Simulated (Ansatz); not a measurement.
# H3NSTe (SMILES N[Te]S): functionals against CCSD(T) at one geometry

One table from this session's results is given with a row withheld; the runs are named, their logs left out.

Program: Ansatz 0.2.0, Gaussian basis. Level of theory: single points in def2-TZVPP. These are calculated values, not measurements.

Cores are frozen in the correlated methods. Filled d shells of the heavier atoms are correlated. Core potentials replace the inner electrons past krypton, and spin-orbit coupling is left out.

### Where the work starts

SMILES `N[Te]S`, 6 atoms, charge 0, spin multiplicity 1.

Atoms are counted from 1 here; the program's logs count them from 0.

Bond lengths: N1–Te2 2.078 Å, N1–H4 1.016 Å, N1–H5 1.005 Å, Te2–S3 2.371 Å, S3–H6 1.366 Å. Angles: Te2–N1–H4 113.2°, Te2–N1–H5 111.2°, H4–N1–H5 105.8°, N1–Te2–S3 93.8°, Te2–S3–H6 101.0°.

Geometry (Å):

```
atom    x (Å)    y (Å)    z (Å)
  N1  -0.6385   0.3221  -0.9131
 Te2  -0.2060  -1.2970   0.3155
  S3   0.7748   0.0457   2.0060
  H4  -0.2941   0.2085  -1.8627
  H5  -1.6305   0.4616  -0.9958
  H6   2.0399   0.2005   1.5151
```

The first run:

Contents of run/in.yaml:

```yaml
crystal:
  periodic: [false, false, false]
  atoms:
    - {symbol: N, position_ang: [-0.638500, 0.322100, -0.913100]}
    - {symbol: Te, position_ang: [-0.206000, -1.297000, 0.315500]}
    - {symbol: S, position_ang: [0.774800, 0.045700, 2.006000]}
    - {symbol: H, position_ang: [-0.294100, 0.208500, -1.862700]}
    - {symbol: H, position_ang: [-1.630500, 0.461600, -0.995800]}
    - {symbol: H, position_ang: [2.039900, 0.200500, 1.515100]}
basis:
  gaussian: {orbitals: def2-TZVPP}
correlation: {method: ccsd_t}
output: {forces: true}
```

The command line of these runs was not kept.

Steps of the session up to this table: CCSD(T)/def2-TZVPP; PBE0-D4/def2-TZVPP; wB97M-V/def2-TZVPP; r2SCAN-D4/def2-TZVPP; PBE-D4/def2-TZVPP; LC-wPBE/def2-TZVPP; wB97X-V/def2-TZVPP.

One table of the session follows, with a row left open; its other results are not shown here.

```
   method  RMS force component (eV/Å)  angle to CCSD(T) forces (°)  dipole (D)
  CCSD(T)                       0.380                    reference        2.03
  PBE0-D4                       0.389                         14.0        2.08
  wB97M-V                       0.421                         14.6        2.08
r2SCAN-D4                       0.328                          7.9        2.08
   PBE-D4                       0.316                         33.6        2.03
  LC-wPBE                       0.558                         27.1        2.19
  wB97X-V                           ?                            ?           ?
```

Q: Estimate the row for wB97X-V from the others.

**Answer.** RMS force component (eV/Å): 0.455; angle to CCSD(T) forces (°): 17.9; dipole (D): 2.14. In the column «RMS force component (eV/Å)» it lies between wB97M-V (0.421) and LC-wPBE (0.558).
